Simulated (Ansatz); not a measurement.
# Alloy of AlN and SiC (3 of 48 Al sites, 3 of 48 N sites exchanged), 96 atoms

Aim: relax the alloy cell and compare the gap by PBEsol, HSE06 and r²SCAN.

All numbers are computed with Ansatz 0.2.0 (PAW, plane waves).

## Step 1: Starting point

96 atoms (45 Al, 3 Si, 45 N, 3 C); a = 9.335 Å, b = 10.779 Å, c = 9.975 Å, α = 90.00°, β = 90.00°, γ = 90.00°. All atoms were shaken off their sites by about 0.02 Å along each axis.

The runs, in order: (2) PBEsol cell relaxation at the single k point (¼, ¼, ¼), on 7 threads; (3) HSE06 single point at the Γ point alone, on 7 threads; (4) r²SCAN single point at the Γ point alone, on 7 threads.

## Step 2: Relaxing cell and atoms with PBEsol

Contents of in.yaml:

```yaml
crystal:
  lattice:
    - [9.334644, 0.000000, 0.000000]
    - [0.000000, 10.778718, 0.000000]
    - [0.000000, 0.000000, 9.974742]
  atoms:
    - { symbol: Al, position: [0.164806, 0.084980, 0.251686] }
    - { symbol: Al, position: [0.165577, 0.082194, 0.750556] }
    - { symbol: Al, position: [0.003269, 0.330163, 0.245982] }
    - { symbol: Al, position: [0.001509, 0.333062, 0.746478] }
    - { symbol: Al, position: [0.500692, 0.086725, 0.250244] }
    - { symbol: Al, position: [0.497482, 0.083195, 0.745916] }
    - { symbol: Al, position: [0.336184, 0.330491, 0.246865] }
    - { symbol: Al, position: [0.332996, 0.334439, 0.752830] }
    - { symbol: Al, position: [0.163841, 0.583920, 0.247676] }
    - { symbol: Al, position: [0.167339, 0.581932, 0.747818] }
    - { symbol: Al, position: [0.003760, 0.831704, 0.250405] }
    - { symbol: Al, position: [0.997162, 0.835517, 0.746486] }
    - { symbol: Al, position: [0.833266, 0.080900, 0.246735] }
    - { symbol: Al, position: [0.835612, 0.082242, 0.748650] }
    - { symbol: Al, position: [0.667765, 0.330978, 0.251813] }
    - { symbol: Al, position: [0.665996, 0.335276, 0.744783] }
    - { symbol: Al, position: [0.500698, 0.585286, 0.250591] }
    - { symbol: Al, position: [0.498252, 0.582152, 0.749721] }
    - { symbol: Al, position: [0.333308, 0.833724, 0.248032] }
    - { symbol: Al, position: [0.333333, 0.832887, 0.746129] }
    - { symbol: Al, position: [0.833724, 0.581444, 0.248439] }
    - { symbol: Al, position: [0.668249, 0.830469, 0.247109] }
    - { symbol: Al, position: [0.664922, 0.833747, 0.746343] }
    - { symbol: Al, position: [0.002539, 0.166286, 0.500053] }
    - { symbol: Al, position: [0.997669, 0.163899, 0.996095] }
    - { symbol: Al, position: [0.334768, 0.165386, 0.500552] }
    - { symbol: Al, position: [0.334043, 0.167324, 0.001878] }
    - { symbol: Al, position: [0.167549, 0.418260, 0.497853] }
    - { symbol: Al, position: [0.165524, 0.417606, 0.998516] }
    - { symbol: Al, position: [0.001187, 0.667647, 0.498458] }
    - { symbol: Al, position: [0.669574, 0.169886, 0.500823] }
    - { symbol: Al, position: [0.666868, 0.166555, 0.998029] }
    - { symbol: Al, position: [0.499365, 0.419133, 0.499983] }
    - { symbol: Al, position: [0.501404, 0.418845, 0.001476] }
    - { symbol: Al, position: [0.334481, 0.668740, 0.497625] }
    - { symbol: Al, position: [0.331599, 0.666612, 0.997425] }
    - { symbol: Al, position: [0.166685, 0.915656, 0.495434] }
    - { symbol: Al, position: [0.167940, 0.915282, 0.995875] }
    - { symbol: Al, position: [0.831729, 0.416208, 0.498088] }
    - { symbol: Al, position: [0.832692, 0.413808, 0.994181] }
    - { symbol: Al, position: [0.664622, 0.664843, 0.498130] }
    - { symbol: Al, position: [0.665966, 0.664448, 0.000914] }
    - { symbol: Al, position: [0.502083, 0.919380, 0.497271] }
    - { symbol: Al, position: [0.503237, 0.918511, 0.000927] }
    - { symbol: Al, position: [0.836533, 0.916103, 0.997483] }
    - { symbol: Si, position: [0.832951, 0.584780, 0.750894] }
    - { symbol: Si, position: [0.001603, 0.672144, 0.995089] }
    - { symbol: Si, position: [0.830056, 0.918475, 0.494322] }
    - { symbol: N, position: [0.999026, 0.163744, 0.190707] }
    - { symbol: N, position: [0.000592, 0.165201, 0.690610] }
    - { symbol: N, position: [0.333155, 0.165892, 0.186918] }
    - { symbol: N, position: [0.332037, 0.166200, 0.691542] }
    - { symbol: N, position: [0.164801, 0.416876, 0.188378] }
    - { symbol: N, position: [0.164589, 0.416336, 0.688543] }
    - { symbol: N, position: [0.997372, 0.668583, 0.188680] }
    - { symbol: N, position: [0.003399, 0.666738, 0.687858] }
    - { symbol: N, position: [0.667993, 0.165946, 0.187819] }
    - { symbol: N, position: [0.664456, 0.165084, 0.692663] }
    - { symbol: N, position: [0.500840, 0.416084, 0.190066] }
    - { symbol: N, position: [0.500987, 0.417344, 0.689337] }
    - { symbol: N, position: [0.337160, 0.664199, 0.189148] }
    - { symbol: N, position: [0.168651, 0.917603, 0.191926] }
    - { symbol: N, position: [0.167663, 0.913546, 0.690216] }
    - { symbol: N, position: [0.832086, 0.418478, 0.186454] }
    - { symbol: N, position: [0.831856, 0.416852, 0.690343] }
    - { symbol: N, position: [0.666045, 0.665239, 0.191924] }
    - { symbol: N, position: [0.667058, 0.665860, 0.691235] }
    - { symbol: N, position: [0.500222, 0.916165, 0.192594] }
    - { symbol: N, position: [0.498060, 0.917962, 0.690256] }
    - { symbol: N, position: [0.838137, 0.917238, 0.191078] }
    - { symbol: N, position: [0.832402, 0.914176, 0.691623] }
    - { symbol: N, position: [0.164641, 0.080196, 0.440492] }
    - { symbol: N, position: [0.166485, 0.085891, 0.940269] }
    - { symbol: N, position: [0.997657, 0.329913, 0.439217] }
    - { symbol: N, position: [0.999169, 0.332920, 0.939921] }
    - { symbol: N, position: [0.498747, 0.080816, 0.441893] }
    - { symbol: N, position: [0.499942, 0.083471, 0.939188] }
    - { symbol: N, position: [0.331490, 0.334766, 0.440158] }
    - { symbol: N, position: [0.333129, 0.332545, 0.940778] }
    - { symbol: N, position: [0.164351, 0.582921, 0.438014] }
    - { symbol: N, position: [0.166484, 0.580710, 0.938580] }
    - { symbol: N, position: [0.999594, 0.832544, 0.940199] }
    - { symbol: N, position: [0.836050, 0.084063, 0.438230] }
    - { symbol: N, position: [0.831539, 0.079142, 0.937570] }
    - { symbol: N, position: [0.660643, 0.330972, 0.439950] }
    - { symbol: N, position: [0.666576, 0.336075, 0.938872] }
    - { symbol: N, position: [0.497472, 0.584233, 0.437190] }
    - { symbol: N, position: [0.499373, 0.583268, 0.937653] }
    - { symbol: N, position: [0.331119, 0.834870, 0.438853] }
    - { symbol: N, position: [0.835928, 0.583985, 0.441893] }
    - { symbol: N, position: [0.833361, 0.582414, 0.938144] }
    - { symbol: N, position: [0.662527, 0.830350, 0.437526] }
    - { symbol: N, position: [0.666163, 0.833894, 0.940551] }
    - { symbol: C, position: [0.335258, 0.667158, 0.690494] }
    - { symbol: C, position: [0.000948, 0.835651, 0.439115] }
    - { symbol: C, position: [0.333061, 0.834884, 0.935592] }
  symmetry: { detect: false }
kpoints:
  mp_grid: { grid: [1, 1, 1], shift: [0.25, 0.25, 0.25] }
hamiltonian:
  xc: pbesol
scf:
  occupations: { method: fermi_dirac, width: 0.01 }
relax:
  f_tol: 0.03
  max_steps: 80
  escape_saddle: false
  adjacent_minimum: "off"
  cell: { fix: [alpha, beta, gamma] }
output:
  forces: true
  eigenvalues: true
  populations: true
```

The runs that follow: HSE06 single point; Single point with r²SCAN.

Before running it: what results should come out? Wanted: for each run, top filled to lowest empty.

The runs gave:

| level | time | k points | top filled to lowest empty (eV) |
| --- | --- | --- | --- |
| PBEsol, relaxation | 64 s (7 CPU threads) | (¼, ¼, ¼) | 3.44 |
| HSE06 | 3 min (7 CPU threads) | Γ | 3.99 |
| r²SCAN | 22 s (7 CPU threads) | Γ | 3.32 |

| quantity | value |
| --- | --- |
| relaxation | 6 recorded steps, 4.07 eV gained |
| largest shift | 0.17 Å (N56) |
| relaxed cell | a = 9.348 Å, b = 10.786 Å, c = 9.974 Å, α = 90.00°, β = 90.00°, γ = 90.00° |
| mean bonds | Al–C 1.909, Al–N 1.903, N–Si 1.789 Å |

**Reading.** Relaxation gains 4.07 eV, with shifts up to 0.17 Å (N56), while the volume changes by +0.2 %. The mean lengths of the listed bonds run from N–Si 1.79 Å to Al–C 1.91 Å. At the same k points, r²SCAN gives a spacing 0.67 eV smaller than the 3.99 eV of HSE06. Rows on different k points differ by sampling as well as by level. The price of HSE06 is about 7.9 times the time of r²SCAN here. With one k point the spacing samples only the states that fold onto it, so it can exceed the gap over the zone.
